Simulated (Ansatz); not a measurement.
# Tl2Te (Cmmm) in Ansatz: convergence with smearing width

Aim: find how far smearing width must go before the results for Tl2Te settle, at r2SCAN. This setting moves, with any that are tied to it; all else stays.

All numbers are computed with Ansatz 0.2.0; they aren't measurements. Logs are shortened: lines on timing, memory, paths and dates and some standing lists are left out, and cuts for length are marked.

### 1 Starting point

It takes space group Cmmm (No. 65, orthorhombic). Conventional cell: a = 6.499 Å, b = 6.514 Å, c = 5.136 Å, α = 90.00°, β = 90.00°, γ = 90.00°. Tl (site symmetry m2m) has 3 Tl at 2.95 to 3.26 Å and 2 Te at 2.96 Å as nearest neighbours. Around Te (site symmetry mmm) lie 4 Tl at 2.96 Å.

The cell was built by a generator and needn't be a form met in nature.

### 2 With smearing width 0.3 eV

input.yaml

```yaml
crystal:
  lattice:
    - [3.24954182, -3.2568881, 0.0]
    - [3.24954182, 3.2568881, 0.0]
    - [0.0, 0.0, 5.13593397]
  atoms:
    - { symbol: Tl, position: [0.22630798, 0.77369202, 0.5] }
    - { symbol: Tl, position: [0.77369202, 0.22630798, 0.5] }
    - { symbol: Te, position: [0.0, 0.0, 0.0] }
hamiltonian:
  xc: r2scan
  pseudopotentials: { kind: paw, level: accurate }
kpoints:
  mp_grid: { grid: [5, 5, 5] }
scf:
  occupations: { method: gaussian, width: 0.3 }
output:
  forces: true
  stress: true
  eigenvalues: true
```

Potentials or basis: Ansatz PAW earlier set.

The run is started by

```bash
ansatz run input.yaml --threads 2 --pin off --max-ram 5632MiB --backend cpu --events-out ev --progress --plain --runs-dir out
```

Output:

```text
Warning: RAYON_NUM_THREADS=2 ignored (pool sized by the plan → 2); use --threads N
Engine: ansatz 0.2.0, aarch64-unknown-linux-gnu
Pseudopotentials: kind: paw, level: accurate
Pseudopotential: Tl, paw, valence charge 21, recommended cutoff 550 eV (high), Tl.paw.azcp
Pseudopotential: Te, paw, valence charge 16, recommended cutoff 430 eV (normal), Te.paw.azcp#accurate
Functional definition: r2SCAN
  parameter k0 = 0.174
  parameter k1 = 0.065
  parameter a1 = 4.9479
  exchange = r2scan_x(k0 = k0, k1 = k1, a1 = a1)
  correlation = r2scan_c
Crystal: 3 atoms, lattice volume = 108.711 Å³
Basis set: ecut = 550 eV, 3179 PW (Γ), exchange–correlation on 144×144×160 points (64 copies of the dense FFT grid, shifted against one another)
Bands: 35, of which v1, the nominal top of the filled ones, is band 29 counted from 1 (28 counted from 0)
Symmetry: 8 space group operations
Space group: Cmmm (ITA 65), of the structure as read, at distance tolerance 4.8e-5 Å
k-points: 27 of 125
Non-local potential: Tl, projectors of the file, l = 0: 3, l = 1: 3, l = 2: 3, l = 3: 2
Non-local potential: Te, projectors of the file, l = 0: 3, l = 1: 3, l = 2: 3, l = 3: 2, l = 4: 1
PAW form: soft (Blöchl's): semilocal exchange-correlation on the pseudo side does not see the compensation charge
PAW frozen core: Tl, regenerated for the run's functional (the file was generated under x = pbe(κ = 0.804, μ = 0.2195149727645171), c = pbe(β = 0.06672455060314922))
PAW frozen core: Te, regenerated for the run's functional (the file was generated under x = pbe(κ = 0.804, μ = 0.2195149727645171), c = pbe(β = 0.06672455060314922))
PAW one-centre angular grid: Tl, 590 points (default); XC on 233 of its mesh's 501 points in the sphere
PAW one-centre angular grid: Te, 590 points (default); XC on 195 of its mesh's 1565 points in the sphere
Initial density: superposition of atomic densities (chi_scale 0.1, normalization cell, long waves kept (reshape's long-wave potential 0.01 eV rms))
Initial wavefunctions: pseudopotential atomic-orbital guess
Functional: x = r2scan, c = r2scan; τ floored in thin density (d = 2e-4 eV/Å³)
iter 1 solved again at ethr=1.63e-3 eV; its pass at ethr=3.10e-3 eV (dr2=9.48e-1 eV) is discarded
SCF iter   1: F=—  HF=-36121.738854 eV  |F-HF|=—  |Δ(HF+E_count)|=         —  Δρ=2.33e-2  dr2=9.51e-1  dr2_τ=3.81e-3  ethr=1.63e-3  ⟨swp⟩=1.0  Hψ=4298  notcnv=0
preconditioner: auto → LDOS  [metal: Δε(μ)=0.108 eV  Ē_g=13.853 eV  σ=0.300 eV  W_gap=0.20  n_scr=28 (ndim 8)  ℏωp=20.1 eV  f_vac=0.110  D(μ)=1.18/eV (n_scr^D=6)  β→1.0]
SCF iter   2: F=—  HF=-36121.521698 eV  |F-HF|=—  |Δ(HF+E_count)|=   2.17e-1  Δρ=1.63e-2  dr2=2.04e-1  dr2_τ=1.01e-2  ethr=1.63e-3  ⟨swp⟩=2.2  Hψ=1679  notcnv=0
SCF iter   3: F=—  HF=-36121.468699 eV  |F-HF|=—  |Δ(HF+E_count)|=   5.30e-2  Δρ=2.94e-3  dr2=6.33e-3  dr2_τ=5.06e-4  ethr=3.52e-4  ⟨swp⟩=2.0  Hψ=1764  notcnv=0  defer=7
SCF iter   4: F=—  HF=-36121.470067 eV  |F-HF|=—  |Δ(HF+E_count)|=   1.37e-3  Δρ=7.75e-4  dr2=6.17e-4  dr2_τ=3.82e-5  ethr=1.09e-5  ⟨swp⟩=2.0  Hψ=1599  notcnv=0  defer=7
SCF iter   5: F=—  HF=-36121.470336 eV  |F-HF|=—  |Δ(HF+E_count)|=   2.69e-4  Δρ=2.50e-4  dr2=6.24e-5  dr2_τ=8.49e-6  ethr=1.06e-6  ⟨swp⟩=2.0  Hψ=1497  notcnv=0  defer=7
SCF iter   6: F=—  HF=-36121.470341 eV  |F-HF|=—  |Δ(HF+E_count)|=   4.59e-6  Δρ=5.79e-5  dr2=3.03e-6  dr2_τ=4.47e-7  ethr=1.08e-7  ⟨swp⟩=2.0  Hψ=1363  notcnv=0  defer=7
SCF iter   7: F=—  HF=-36121.470342 eV  |F-HF|=—  |Δ(HF+E_count)|=   1.17e-6  Δρ=1.85e-5  dr2=2.81e-7  dr2_τ=1.62e-8  ethr=5.22e-9  ⟨swp⟩=2.2  Hψ=1371  notcnv=0  defer=7
SCF iter   8: F=-36121.470342 eV  HF=-36121.470342 eV  |F-HF|=1.63e-8  |Δ(HF+E_count)|=   5.00e-7  Δρ=3.68e-6  dr2=1.41e-8  dr2_τ=7.80e-10  ethr=1.72e-10  ⟨swp⟩=8.9  Hψ=4044  notcnv=0
SCF 1 converged in 8 iterations: F = -36121.470342 eV  dr2 = 1.41e-8
SCF converged after 8 iterations
Free energy (F): -36121.470342 eV
Harris-Foulkes:  -36121.470342 eV  (|F-HF|=1.63e-8)
Internal energy: -36121.424962 eV  (E = F + TS)
E sigma→0 (E₀):  -36121.447652 eV
Entropy (-TS):   -0.045380 eV (-15.127 meV/atom)
Fermi energy:    8.288198 eV
--- Per-component energies (eV) ---
  E_band       = -1598.395042
  E_kinetic    = 1392.645963
  E_local      = -12833.046657  (includes V_loc(G=0)·N_el)
  E_nonlocal   = 3310.571662
  E_hartree    = 4794.191613
  E_xc         = -1645.085796
  E_vxc        = -771.925756  (∫ρ·V_xc dr)
  E_paw        = -24529.404217  (= ΣΔE_a, less E_core_relax)
  E_vpaw       = -2333.239509  (= ΣTr[D̂ρ^β], less what the cores' own moments, if any, meet on the grid)
  E_core_relax = -0.000710  (the energy of the cores' relaxation)
  E_aug_tail   = -0.000021  (compensation charges beyond the density's cutoff)
  E_vtau       = 48.217513  (kinetic-family band-sum trace: ∫τ·v_τ [+ j·A + Jᵃ·Aᵃ] dr)
  E_ewald      = -6611.354743
  E_core_change = 0.057942  (= ΣΔE_core)
  E_smearing   = -0.045380  (= −TS)
  E_closure    = 0.000000  (closes the sum)
  Σ components = -36121.470342   (vs F -36121.470342, Δ=0.00e0)
--- Forces (eV/Å), atoms counted from 1 ---
  atom   1  Tl     0.00000000    -1.88047583     0.00000000
  atom   2  Tl     0.00000000     1.88047583     0.00000000
  atom   3  Te     0.00000000     0.00000000     0.00000000
  max |Σ_I F_I| component: 0.00e0 eV/Å
--- Stress (GPa, compression-positive) ---
        0.081757       0.000000       0.000000
        0.000000       7.195963       0.000000
        0.000000       0.000000       5.175951
  P = ⅓ Tr σ = 4.1512 GPa (41.512 kbar)
--- Band table (eV; the first three rows and the last of 27) ---
  k-point 0: bands = ["-121.1921", "-121.1913", "-65.7494", "-65.7329", "-65.7272", "-65.7246", "-65.6688", "-65.6663", "-29.0386", "-29.0227", "-28.9645", "-28.8801", "-28.8774", "-4.6216", "-4.3453", "-4.2128", "-4.1264", "-3.8462", "-3.6365", "-3.6146", "-3.5998", "-3.5165", "-3.5110", "-3.2262", "1.8307", "4.3462", "4.6618", "7.2505", "8.6097", "8.7903", "9.4680", "12.6115", "13.9764", "14.4211", "15.3976"]
  k-point 1: bands = ["-121.1921", "-121.1913", "-65.7494", "-65.7329", "-65.7272", "-65.7246", "-65.6688", "-65.6663", "-29.0386", "-29.0228", "-28.9645", "-28.8801", "-28.8774", "-4.6037", "-4.4039", "-4.2107", "-4.1165", "-3.8481", "-3.6221", "-3.6181", "-3.5965", "-3.5165", "-3.2447", "-3.2260", "0.7559", "4.5607", "5.7260", "7.3080", "8.2681", "8.8962", "9.1756", "12.3483", "13.9925", "14.1806", "15.0616"]
  k-point 2: bands = ["-121.1921", "-121.1913", "-65.7494", "-65.7329", "-65.7272", "-65.7246", "-65.6688", "-65.6663", "-29.0385", "-29.0231", "-28.9645", "-28.8801", "-28.8774", "-4.5586", "-4.4915", "-4.2072", "-4.1077", "-3.8511", "-3.6237", "-3.6154", "-3.5744", "-3.5165", "-3.2257", "-2.6093", "-0.6535", "5.1707", "6.7189", "6.8994", "7.4071", "9.0880", "10.2115", "11.7010", "13.3096", "14.1414", "15.0719"]
  k-point 26: bands = ["-121.1919", "-121.1915", "-65.7495", "-65.7345", "-65.7271", "-65.7231", "-65.6682", "-65.6670", "-29.0383", "-29.0232", "-28.9646", "-28.8794", "-28.8775", "-4.5371", "-4.3262", "-4.1379", "-3.9322", "-3.8919", "-3.7168", "-3.6664", "-3.6126", "-3.5715", "-3.5212", "-2.1353", "1.0656", "2.6363", "5.3692", "6.0172", "6.9218", "7.1745", "10.7353", "11.6608", "14.4070", "16.1261", "16.9874"]
```

Run time: 11 s. Hardware: 2 threads of Arm Neoverse V1, shared host; peak memory 0.67 GiB.

What came out:

* Free energy: -36121.4703 eV
* Pressure: 4.2 GPa
* Largest force: 1.880 eV/Å
* Band gap on the k mesh: none (metal or under the smearing width)

### 3 With smearing width 0.2 eV

Changes to input.yaml since step 2:

```diff
@@ -15,3 +15,3 @@
 scf:
-  occupations: { method: gaussian, width: 0.3 }
+  occupations: { method: gaussian, width: 0.2 }
 output:
```

Potentials or basis: Ansatz PAW earlier set.

The run is started by

```bash
ansatz run input.yaml --threads 2 --pin off --max-ram 5632MiB --backend cpu --events-out ev --progress --plain --runs-dir out
```

Wall time 11 s (2 threads of Arm Neoverse V1, shared host); peak memory 0.67 GiB.

What came out:

```
Free energy            : -36121.4578 eV
Pressure               : 4.2 GPa
Largest force          : 1.887 eV/Å
Band gap on the k mesh : none (metal or under the smearing width)
```

### 4 With smearing width 0.15 eV

Changes to input.yaml since step 3:

```diff
@@ -15,3 +15,3 @@
 scf:
-  occupations: { method: gaussian, width: 0.2 }
+  occupations: { method: gaussian, width: 0.15 }
 output:
```

The run is started by

```bash
ansatz run input.yaml --threads 2 --pin off --max-ram 5632MiB --backend cpu --events-out ev --progress --plain --runs-dir out
```

Run time: 11 s. Hardware: 2 threads of Arm Neoverse V1, shared host; peak memory 0.67 GiB.

What came out:

```
Free energy            : -36121.4533 eV
Pressure               : 4.2 GPa
Largest force          : 1.892 eV/Å
Band gap on the k mesh : none (metal or under the smearing width)
```

### 5 With smearing width 0.1 eV

Changes to input.yaml since step 4:

```diff
@@ -15,3 +15,3 @@
 scf:
-  occupations: { method: gaussian, width: 0.15 }
+  occupations: { method: gaussian, width: 0.1 }
 output:
```

The run is started by

```bash
ansatz run input.yaml --threads 2 --pin off --max-ram 5632MiB --backend cpu --events-out ev --progress --plain --runs-dir out
```

It took 12 s on 2 threads of Arm Neoverse V1, shared host; peak memory 0.67 GiB.

What came out:

| Property | Result |
| --- | --- |
| Free energy | -36121.4498 eV |
| Pressure | 4.2 GPa |
| Largest force | 1.899 eV/Å |
| Band gap on the k mesh | none (metal or under the smearing width) |

### 6 With smearing width 0.05 eV

Changes to input.yaml since step 5:

```diff
@@ -15,3 +15,3 @@
 scf:
-  occupations: { method: gaussian, width: 0.1 }
+  occupations: { method: gaussian, width: 0.05 }
 output:
```

Potentials or basis: Ansatz PAW earlier set.

The run is started by

```bash
ansatz run input.yaml --threads 2 --pin off --max-ram 5632MiB --backend cpu --events-out ev --progress --plain --runs-dir out
```

It took 11 s on 2 threads of Arm Neoverse V1, shared host; peak memory 0.67 GiB.

It converged, with:

```yaml
Free_energy: -36121.4476 eV
Pressure: 4.2 GPa
Largest_force: 1.903 eV/Å
Band_gap_on_the_k_mesh: none (metal or under the smearing width)
```

### 7 With smearing width 0.025 eV

Changes to input.yaml since step 6:

```diff
@@ -15,3 +15,3 @@
 scf:
-  occupations: { method: gaussian, width: 0.05 }
+  occupations: { method: gaussian, width: 0.025 }
 output:
```

The run is started by

```bash
ansatz run input.yaml --threads 2 --pin off --max-ram 5632MiB --backend cpu --events-out ev --progress --plain --runs-dir out
```

Run time: 12 s. Hardware: 2 threads of Arm Neoverse V1, shared host; peak memory 0.67 GiB.

Results (log left out):

- Free energy: -36121.4470 eV
- Pressure: 4.2 GPa
- Largest force: 1.899 eV/Å
- Band gap on the k mesh: none (metal or under the smearing width)

### 8 With smearing width 0.01 eV

Changes to input.yaml since step 7:

```diff
@@ -15,3 +15,3 @@
 scf:
-  occupations: { method: gaussian, width: 0.025 }
+  occupations: { method: gaussian, width: 0.01 }
 output:
```

The run is started by

```bash
ansatz run input.yaml --threads 2 --pin off --max-ram 5632MiB --backend cpu --events-out ev --progress --plain --runs-dir out
```

It took 12 s on 2 threads of Arm Neoverse V1, shared host; peak memory 0.68 GiB.

The run converged. Its results:

```
Free energy            : -36121.4467 eV
Pressure               : 4.2 GPa
Largest force          : 1.895 eV/Å
Band gap on the k mesh : none (metal or under the smearing width)
```

### 9 With smearing width 0.005 eV

Changes to input.yaml since step 8:

```diff
@@ -15,3 +15,3 @@
 scf:
-  occupations: { method: gaussian, width: 0.01 }
+  occupations: { method: gaussian, width: 0.005 }
 output:
```

Potentials or basis: Ansatz PAW earlier set.

The run is started by

```bash
ansatz run input.yaml --threads 2 --pin off --max-ram 5632MiB --backend cpu --events-out ev --progress --plain --runs-dir out
```

Wall time 13 s (2 threads of Arm Neoverse V1, shared host); peak memory 0.68 GiB.

The run converged. Its results:

```
Free energy            : -36121.4467 eV
Pressure               : 4.2 GPa
Largest force          : 1.894 eV/Å
Band gap on the k mesh : none (metal or under the smearing width)
```

### 10 The series at a glance

```csv
smearing width,"energy less the tightest run, at zero smearing (meV/atom)",pressure (GPa),largest force (eV/Å),SCF cycles,CPU time (s),peak memory (GiB)
0.3 eV,-0.34,4.15,1.880,8,22,0.67
0.2 eV,-0.37,4.15,1.887,8,22,0.67
0.15 eV,-0.22,4.16,1.892,8,22,0.67
0.1 eV,-0.12,4.19,1.899,8,22,0.67
0.05 eV,-0.07,4.21,1.903,8,22,0.67
0.025 eV,-0.02,4.21,1.899,8,22,0.67
0.01 eV,0.00,4.21,1.895,8,23,0.68
0.005 eV,0.00,4.22,1.894,9,25,0.68
```

Against the tightest run, the energy stays within 1 meV/atom from 0.3 eV on; the pressure stays within 0.1 GPa from 0.3 eV on; the largest force stays within 0.005 eV/Å from 0.01 eV on. Narrower smearing needs a denser k mesh, so at a fixed mesh the narrowest width isn't the most accurate. The tightest run that finished is the yardstick and may itself not be fully converged.

Caveats: the PAW data sets come from PBE, with cores solved anew for the run's functional, which leaves a small shift of forces and pressure; forces of over 1 eV/Å show positions far from the minimum, so gaps and moduli don't describe the material at rest.
